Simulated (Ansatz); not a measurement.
# FH₅NSi₂ radical: a ladder of functionals and wavefunction methods

How much do the methods differ for FH₅NSi₂ radical? The plan is to run it at one geometry with functionals of several rungs and with coupled cluster. The yardstick is the atomisation energy at the CCSD(T) limit.

Program: Ansatz 0.2.0, Gaussian basis. Level of theory: functionals in def2-TZVPP, the program's frozen cores in correlated methods. These are calculated values, not measurements.

The runs, in order: LDA (SPW92), PBE-D4, revPBE-D4, BLYP-D4, r2SCAN-D4, B97M-V, PBE0-D4, B3LYP-D4, r2SCANh-D4, r2SCAN0-D4, HSE06-D4, BHLYP-D4, CAM-B3LYP-D4, LC-ωPBE, ωB97X-V, ωB97M-V, B2PLYP, PBE-QIDH; CCSD(T)/def2-SVP; CCSD(T)/def2-TZVPP; MP2/def2-QZVPP; extrapolation to the limit; RPA on PBE.

## 1. The relaxed structure

An earlier PBE0-D4 in a triple-zeta def2 set relaxation fixed the geometry.

SMILES `N[Si](F)[SiH3]`, 9 atoms, charge 0, spin multiplicity 2.

Atoms are counted from 1 here; the program's logs count them from 0.

Bond lengths: N1–Si2 1.703 Å, N1–H5 1.007 Å, N1–H6 1.008 Å, Si2–F3 1.616 Å, Si2–Si4 2.346 Å, Si4–H7 1.485 Å, Si4–H8 1.492 Å, Si4–H9 1.486 Å. Angles: Si2–N1–H5 122.8°, Si2–N1–H6 123.0°, H5–N1–H6 112.1°, N1–Si2–F3 112.7°, N1–Si2–Si4 109.4°, F3–Si2–Si4 108.8°, Si2–Si4–H7 109.3°, Si2–Si4–H8 112.4°, Si2–Si4–H9 108.4°, H7–Si4–H8 108.9°, H7–Si4–H9 109.3°, H8–Si4–H9 108.5°.

## 2. LDA

This LDA is Slater exchange with PW92 correlation.

The input, in.yaml:

```yaml
crystal:
  periodic: [false, false, false]
  atoms:
    - {symbol: N, position_ang: [-0.977004, 1.372902, -0.683564]}
    - {symbol: Si, position_ang: [-0.847906, -0.322371, -0.578144]}
    - {symbol: F, position_ang: [-0.495531, -1.010664, -1.997238]}
    - {symbol: Si, position_ang: [0.823946, -0.883036, 0.969089]}
    - {symbol: H, position_ang: [-1.742279, 1.833654, -1.147441]}
    - {symbol: H, position_ang: [-0.198179, 1.993203, -0.528845]}
    - {symbol: H, position_ang: [1.131963, -2.331816, 0.856535]}
    - {symbol: H, position_ang: [2.078466, -0.103489, 0.756879]}
    - {symbol: H, position_ang: [0.315023, -0.594782, 2.335629]}
basis:
  gaussian: {orbitals: def2-TZVPP}
magnetization: {spin_polarized: true, initial_magnetization: 1}
hamiltonian: {xc: lda}
output: {orbitals: {seedname: orbitals}}
```

Further steps of the session: PBE-D4 (GGA); revPBE-D4 (GGA); BLYP-D4 (GGA); r2SCAN-D4 (meta-GGA); B97M-V (meta-GGA); PBE0-D4 (hybrid); B3LYP-D4 (hybrid); r2SCANh-D4 (hybrid); r2SCAN0-D4 (hybrid); HSE06-D4 (hybrid); BHLYP-D4 (hybrid); CAM-B3LYP-D4 (range-separated); LC-ωPBE-D4 (range-separated); ωB97X-V (range-separated); ωB97M-V (range-separated); B2PLYP (double hybrid); PBE-QIDH (double hybrid); CCSD(T) in def2-SVP; CCSD(T) in def2-TZVPP; MP2 in def2-QZVPP; RPA on PBE orbitals.

Q: Predict the results of all the runs planned. Wanted: atomisation energy, CCSD(T)/CBS; farthest beyond LDA; mean size of error, GGA; mean size of error, meta-GGA; mean size of error, hybrid; mean size of error, range-separated; mean size of error, double hybrid; gap, smallest and largest; T1 diagnostic.

As calculated:

| quantity | value |
| --- | --- |
| atomisation energy, CCSD(T)/CBS | 2904.9 kJ/mol |
| functionals within 14.5 kJ/mol (0.5 %) | BLYP-D4, r2SCAN-D4, B97M-V, B3LYP-D4, ωB97M-V |
| farthest beyond LDA | BHLYP-D4 (-73.0 kJ/mol) |
| mean size of error, GGA | 21.7 kJ/mol |
| mean size of error, meta-GGA | 2.9 kJ/mol |
| mean size of error, hybrid | 33.0 kJ/mol |
| mean size of error, range-separated | 15.0 kJ/mol |
| mean size of error, double hybrid | 45.0 kJ/mol |
| gap, smallest and largest | 1.16 eV (LDA (SPW92)), 8.58 eV (LC-ωPBE) |
| T1 diagnostic | 0.0146 |
| triples share of the correlation energy | 3.3 % |

What this shows: The LDA atomisation energy is off by 382.2 kJ/mol (13 %): it overbinds. PBE-D4 misses by +21.0 kJ/mol. Double hybrids carry the basis error of their MP2 part in triple zeta, and no dispersion term here, so their miss is partly the set-up's. Taken by rung, meta-GGA functionals do best (2.9 kJ/mol on average) and double hybrid ones worst beyond LDA (45.0 kJ/mol). Misses under about 14.5 kJ/mol are within the doubt on the reference itself, which lacks core-valence correlation, relativity and higher excitations. Hartree-Fock recovers 72 % of the binding; the rest is correlation. CCSD(T) in def2-SVP is off by -266.5 kJ/mol, which most functionals beat. Orbital gaps span 1.2 to 8.6 eV; exact exchange widens them.
